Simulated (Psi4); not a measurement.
# One shape, several levels: CH3InN− ([In(CN)H3]-)

Wanted: a comparison of 3 runs (HF/def2-SVP, HF-D3(BJ)/def2-SVPD, r2SCAN-3c/def2-mTZVPP) of CH3InN− ([In(CN)H3]-). 

The calculation is run with Psi4 1.11.

4 further runs of the same task are left out: 3 that didn't finish, 1 set aside as unsound or not needed.

**1. The molecule**

CH3InN−: 6 atoms, total charge -1, spin state singlet. As SMILES, `[H][In-]([H])([H])[C]#N`. Geometry: a GFN1-xTB relaxation, a rough one for these elements and not checked as a minimum.

Bond lengths: In1–C2 2.222 Å, C2–N3 1.159 Å, In1–H4 1.740 Å, In1–H5 1.741 Å, In1–H6 1.740 Å. Angles: In1–C2–N3 179.4°, C2–In1–H4 105.4°, C2–In1–H5 105.6°, C2–In1–H6 105.4°, H4–In1–H5 113.3°, H4–In1–H6 113.2°, H5–In1–H6 113.0°.

**2. The energy at HF/def2-SVP (core potential) (run 1)**

ch3inn.xyz reads:

```xyz
6
CH3InN
In    -0.009600    -0.004360    -0.701830
C      0.018130     0.016100     1.519490
N      0.040890     0.017280     2.678670
H      1.661990    -0.004740    -1.184060
H     -0.861380     1.439180    -1.171740
H     -0.850030    -1.463460    -1.140530
```

ch3inn.py reads:

```python
import psi4

psi4.set_memory('1600 MB')
psi4.set_num_threads(1)
psi4.set_output_file('run.log', False)

with open('ch3inn.xyz') as f:
    atoms = ''.join(f.readlines()[2:])
mol = psi4.geometry('-1 1\n' + atoms + 'symmetry c1\nno_reorient\nno_com')

psi4.set_options({
    'basis': 'def2-SVP',
    'reference': 'rhf',
    'puream': True,
    'e_convergence': 1e-09,
    'd_convergence': 1e-08,
    'scf_type': 'pk',
})

energy_value = psi4.energy("scf")
print(f'scf energy: {energy_value:.10f} Eh')
for k, v in sorted(psi4.core.scalar_variables().items()):
    print(f'{k:45s} {v:18.10f}')
```

Run with:

```bash
$ python ch3inn.py
```

run.log:

```text
[...]
    !!!  WARNING: ECP capability is in beta. Please check occupations closely.  !!!
[...]
  Running in c1 symmetry.
[...]
  Nuclear repulsion =   97.552920354073265
[...]
  Multiplicity = 1
[...]
  Nalpha       = 19
  Nbeta        = 19
[...]
    Number of basis functions: 69
[...]
   @RHF iter   1:  -283.15432738677788   -2.06662e+00   4.21172e-03 DIIS/ADIIS
[...]
   @RHF iter  10:  -283.20388862327388   -7.44649e-12   6.63913e-09 DIIS
[...]
    Orbital Energies [Eh]
    ---------------------
    Doubly Occupied:
       1A    -15.371588     2A    -11.057307     3A     -5.183220
       4A     -3.440723     5A     -3.437961     6A     -3.437951
       7A     -1.001069     8A     -0.834191     9A     -0.828554
      10A     -0.828528    11A     -0.820924    12A     -0.820902
      13A     -0.459337    14A     -0.376991    15A     -0.283756
      16A     -0.283733    17A     -0.283151    18A     -0.215871
      19A     -0.215530
[...]
  @RHF Final Energy:  -283.20388862327388
   => Energetics <=
    Nuclear Repulsion Energy =             97.5529203540732652
    One-Electron Energy =                -663.1510407124790163
    Two-Electron Energy =                 282.3942317351318252
    Total Energy =                       -283.2038886232738832
[...]
 Multipole Moments:
 ------------------------------------------------------------------------------------
     Multipole            Electronic (a.u.)      Nuclear  (a.u.)        Total (a.u.)
 ------------------------------------------------------------------------------------
 L = 1.  Multiply by 2.5417464519 to convert [e a0] to [Debye]
 Dipole X            :         -0.2860593            0.2721017           -0.0139577
 Dipole Y            :         -0.1879705            0.1832656           -0.0047049
 Dipole Z            :        -19.2189415           18.2034861           -1.0154554
 Magnitude           :                                                    1.0155622
[...]
```

On the terminal:

```text
scf energy: -283.2038886233 Eh
CURRENT ENERGY                                   -283.2038886233
CURRENT REFERENCE ENERGY                         -283.2038886233
DD SOLVATION ENERGY                                 0.0000000000
HF KINETIC ENERGY                                 167.1744291214
HF POTENTIAL ENERGY                              -450.3783177446
HF TOTAL ENERGY                                  -283.2038886233
HF VIRIAL RATIO                                     2.6940622445
NUCLEAR REPULSION ENERGY                           97.5529203541
ONE-ELECTRON ENERGY                              -663.1510407125
PCM POLARIZATION ENERGY                             0.0000000000
PE ENERGY                                           0.0000000000
SCF ITERATION ENERGY                             -283.2038886233
SCF ITERATIONS                                     10.0000000000
SCF TOTAL ENERGY                                 -283.2038886233
TWO-ELECTRON ENERGY                               282.3942317351
```

Run time: 2.3 s. Hardware: 1 thread of AMD EPYC 9R45 (Zen 5), shared host; peak memory 0.23 GiB.

**3. The charge distribution at HF-D3(BJ)/def2-SVPD (density fitting, core potential, IEF-PCM chloroform) (run 2)**

job.inp reads:

```
memory 1.6 GB

molecule system {
  -1 1
  In    -0.009600    -0.004360    -0.701830
  C      0.018130     0.016100     1.519490
  N      0.040890     0.017280     2.678670
  H      1.661990    -0.004740    -1.184060
  H     -0.861380     1.439180    -1.171740
  H     -0.850030    -1.463460    -1.140530
  symmetry c1
}

set reference rhf
set guess sapgau
set df_scf_guess false
set maxiter 60
set pcm true

pcm = {
  Units = Angstrom
  Medium {
    SolverType = IEFPCM
    Solvent = Chloroform
  }
  Cavity {
    Type = GePol
    RadiiSet = UFF
    Scaling = False
    Area = 0.5
    Mode = Implicit
  }
}

e_tot, wfn = energy('hf-d3bj2b/def2-SVPD', return_wfn=True)
oeprop(wfn, 'MULLIKEN_CHARGES', 'MULTIPOLE(3)', 'QUADRUPOLE', 'MAYER_INDICES', title='HF-D3BJ2B')
print_variables()
```

Run with:

```bash
$ psi4 -n 1 job.inp job.out
```

job.out:

```text
[...]
    !!!  WARNING: ECP capability is in beta. Please check occupations closely.  !!!
[...]
  Running in c1 symmetry.
[...]
  Nuclear repulsion =   97.552920354073265
[...]
  Multiplicity = 1
[...]
  Nalpha       = 19
  Nbeta        = 19
[...]
    Number of basis functions: 96
[...]
   @DF-RHF iter   1:  -110.21125385989184   -1.10211e+02   3.24028e-02 DIIS/ADIIS
[...]
   @DF-RHF iter  17:  -283.30815615381238   -7.64725e-08   4.53379e-07 DIIS
[...]
    Orbital Energies [Eh]
    ---------------------
    Doubly Occupied:
       1A    -15.516409     2A    -11.202823     3A     -5.314000
       4A     -3.571696     5A     -3.568742     6A     -3.568732
       7A     -1.147356     8A     -0.965798     9A     -0.959502
      10A     -0.959472    11A     -0.951861    12A     -0.951839
      13A     -0.599031    14A     -0.518268    15A     -0.429211
      16A     -0.429192    17A     -0.420769    18A     -0.348655
      19A     -0.348329
[...]
  @DF-RHF Final Energy:  -283.30815615381238
   => Energetics <=
    Nuclear Repulsion Energy =             97.5529203540732652
    One-Electron Energy =                -662.9531491947207087
    Two-Electron Energy =                 282.1889046375914063
    PCM Polarization Energy =              -0.0671612812658103
    Total Energy =                       -283.3081561538123765
[...]
 Multipole Moments:
 ------------------------------------------------------------------------------------
     Multipole            Electronic (a.u.)      Nuclear  (a.u.)        Total (a.u.)
 ------------------------------------------------------------------------------------
 L = 1.  Multiply by 2.5417464519 to convert [e a0] to [Debye]
 Dipole X            :         -0.4702042            0.4483160           -0.0218881
 Dipole Y            :         -0.2357285            0.2294423           -0.0062862
 Dipole Z            :        -33.6127562           32.0111657           -1.6015905
 Magnitude           :                                                    1.6017524
 L = 2.  Multiply by 1.3450342976 to convert [e a0^2] to [Debye ang]
 Quadrupole XX       :        -49.6488373           15.1531334          -34.4957039
 Quadrupole XY       :         -0.0136594            0.0157258            0.0020664
[...]
  Mulliken Charges: (a.u.)
   Center  Symbol    Alpha    Beta     Spin     Total
       1    IN    10.40023 10.40023  0.00000  0.19954
       2     C     2.93924  2.93924  0.00000  0.12152
       3     N     3.77796  3.77796  0.00000 -0.55593
       4     H     0.62736  0.62736  0.00000 -0.25472
       5     H     0.62771  0.62771  0.00000 -0.25542
       6     H     0.62750  0.62750  0.00000 -0.25500
   Total alpha = 19.00000, Total beta = 19.00000, Total charge = -1.00000
  Mayer Bond Indices:
[...]
```

Standard output:

```text
S matrix is not positive-definite!
Consider changing the average area of the cavity finite elements.
Normally an error, this has been commuted to a warning via patch.
Please report this issue:

S matrix is not positive-definite!
Consider changing the average area of the cavity finite elements.
Normally an error, this has been commuted to a warning via patch.
Please report this issue:
```

Run time: 6.3 s. Hardware: 1 thread of AMD EPYC 9R45 (Zen 5), shared host; peak memory 0.38 GiB.

Atomic charges (e):

| atom | Mulliken |
| --- | --- |
| In1 | +0.200 |
| C2 | +0.122 |
| N3 | -0.556 |
| H4 | -0.255 |
| H5 | -0.255 |
| H6 | -0.255 |

**4. A single-point energy at r2SCAN-3c/def2-mTZVPP (density fitting, core potential) (run 3)**

calc.dat reads:

```
memory 1.6 GB

molecule mol {
  -1 1
  In    -0.009600    -0.004360    -0.701830
  C      0.018130     0.016100     1.519490
  N      0.040890     0.017280     2.678670
  H      1.661990    -0.004740    -1.184060
  H     -0.861380     1.439180    -1.171740
  H     -0.850030    -1.463460    -1.140530
}

set scf_type df

e_tot, wfn = energy("r2scan-3c", return_wfn=True)
```

Run with:

```bash
$ psi4 -n 1 calc.dat calc.out
```

calc.out:

```text
[...]
    !!!  WARNING: ECP capability is in beta. Please check occupations closely.  !!!
[...]
  Running in c1 symmetry.
[...]
  Nuclear repulsion =   97.552920354073265
[...]
  Multiplicity = 1
[...]
  Nalpha       = 19
  Nbeta        = 19
[...]
    Number of basis functions: 94
[...]
   @DF-RKS iter   1:  -284.50996433484522   -1.05371e+00   8.71457e-03 DIIS/ADIIS
[...]
   @DF-RKS iter   9:  -284.86266626717776   -1.54693e-08   2.97803e-07 DIIS
[...]
    Orbital Energies [Eh]
    ---------------------
    Doubly Occupied:
       1A    -13.964751     2A     -9.863581     3A     -4.409635
       4A     -2.813016     5A     -2.810187     6A     -2.810178
       7A     -0.674114     8A     -0.513781     9A     -0.510634
      10A     -0.510612    11A     -0.503664    12A     -0.503651
      13A     -0.266689    14A     -0.182851    15A     -0.133295
      16A     -0.133280    17A     -0.111411    18A     -0.080513
      19A     -0.080231
[...]
  @DF-RKS Final Energy:  -284.86266626717776
   => Energetics <=
    Nuclear Repulsion Energy =             97.5529203540732652
    One-Electron Energy =                -663.7115585019514583
    Two-Electron Energy =                 311.5921150764247614
    DFT Exchange-Correlation Energy =     -30.2980761860348267
    Empirical Dispersion Energy =           0.0019329903104629
    VV10 Nonlocal Energy =                  0.0000000000000000
    Total Energy =                       -284.8626662671777581
[...]
 Multipole Moments:
 ------------------------------------------------------------------------------------
     Multipole            Electronic (a.u.)      Nuclear  (a.u.)        Total (a.u.)
 ------------------------------------------------------------------------------------
 L = 1.  Multiply by 2.5417464519 to convert [e a0] to [Debye]
 Dipole X            :         -0.4684083            0.4483160           -0.0200923
 Dipole Y            :         -0.2369731            0.2294423           -0.0075308
 Dipole Z            :        -33.4713404           32.0111657           -1.4601748
 Magnitude           :                                                    1.4603324
[...]
```

Wall time 11 s (1 thread of AMD EPYC 9R45 (Zen 5), shared host); peak memory 0.95 GiB.

**5. The series**

| run | level | task | integrals | energy (Eh) | HOMO energy (eV) | LUMO energy (eV) | HOMO–LUMO gap (eV) | wall time |
| --- | --- | --- | --- | --- | --- | --- | --- | --- |
| 1 | HF/def2-SVP (core potential) | energy | pk | -283.203889 | -5.86 | 7.25 | 13.12 | 2.3 s |
| 2 | HF-D3(BJ)/def2-SVPD (density fitting, core potential, IEF-PCM chloroform) | properties | df | -283.308156 | -9.48 | 2.30 | 11.78 | 6.3 s |
| 3 | r2SCAN-3c/def2-mTZVPP (density fitting, core potential) | energy | df | -284.862666 | -2.18 | 4.39 | 6.57 | 11 s |

**6. Results**

```
                                                    quantity          value
                                         run 3: total energy  -284.86267 Eh
                                          run 3: HOMO energy       -2.18 eV
                                          run 3: LUMO energy        4.39 eV
run 3: HOMO–LUMO gap (to an unbound level, set by the basis)        6.57 eV
```

What this shows: The HOMO–LUMO gap runs from 6.57 eV (r2SCAN-3c/def2-mTZVPP) to 13.12 eV (HF/def2-SVP). The two ends differ in method and basis. The empty levels of an anion lie above zero and hang on the basis. All runs together took 19 s, the longest 11 s.
